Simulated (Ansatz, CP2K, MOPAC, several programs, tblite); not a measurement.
Energy against volume for Cs₂AgBiBr₆ built on the elpasolite prototype, at fixed shape and fractional coordinates, computed by several methods (PBE and r2SCAN, where shown, with plane waves in Ansatz); the cell shown is that of r2SCAN. With free coordinates or axes held, a curve is too stiff, and on another method's shape its minimum isn't the method's own volume. Space group Fm-3m (No. 225), cubic; a = 11.345 Å in the conventional setting, 36.51 Å³ an atom. Cs is surrounded by 12 Br at 4.01 Å; Ag is surrounded by 6 Br at 2.82 Å; Bi is surrounded by 6 Br at 2.86 Å; Br is surrounded by 1 Ag at 2.82 Å and 1 Bi at 2.86 Å and 4 Cs at 4.01 Å. Spin-unpolarised throughout. Whether this structure exists isn't addressed. Energies count from each curve's lowest point; fits are third-order Birch-Murnaghan.

```
CELL_PARAMETERS angstrom
0.00000 5.67270 5.67270
5.67270 0.00000 5.67270
5.67270 5.67270 0.00000
ATOMIC_POSITIONS crystal
Cs 0.25000 0.25000 0.25000
Cs 0.75000 0.75000 0.75000
Ag 0.00000 0.00000 0.00000
Bi 0.50000 0.50000 0.50000
Br 0.24817 0.75183 0.75183
Br 0.24817 0.75183 0.24817
Br 0.75183 0.24817 0.75183
Br 0.75183 0.24817 0.24817
Br 0.75183 0.75183 0.24817
Br 0.24817 0.24817 0.75183
```

PM7 (MOPAC), on the shape of the cell shown, as a cluster of 40 atoms at the zone centre:
```csv
V (Å³/atom),E (meV/atom)
32.128,0.00
34.318,34.70
36.509,97.04
38.699,175.23
40.890,266.24
```
The lowest point is an end point, so the minimum isn't bracketed.

Q: GFN2-xTB (tblite), on the shape of the cell shown, as a cluster of 40 atoms at the zone centre, gives
```tsv
V (Å³/atom)	E (meV/atom)
32.128	56.79
34.318	15.36
36.509	0.00
38.699	3.37
40.890	21.13
```
What equilibrium volume and bulk modulus follow?

A: V₀ = 37.12 Å³ an atom and B₀ = 22 GPa.

Q: PBE, on the shape of its own relaxed cell, gives

| V (Å³/atom) | E (meV/atom) |
| --- | --- |
| 35.506 | 11.50 |
| 36.639 | 2.77 |
| 37.772 | 0.00 |
| 38.905 | 2.23 |
| 40.038 | 8.65 |

What equilibrium volume and bulk modulus follow?

A: V₀ = 37.80 Å³ an atom and B₀ = 23 GPa.

PBE/SZV (CP2K), on the shape of the cell shown:
```csv
V (Å³/atom),E (meV/atom)
32.128,227.58
34.318,114.44
36.509,46.67
38.699,11.54
40.890,0.00
```
The lowest point is an end point, so the minimum isn't bracketed.

light PBE (260 eV, its own mesh), on the shape of the cell shown:
```tsv
V (Å³/atom)	E (meV/atom)
33.588	53.79
35.049	33.67
36.509	14.50
37.969	10.69
39.430	0.00
40.890	27.94
```
The points scatter about a smooth fit, as a low cutoff and a light mesh can make them, so no fit is quoted.
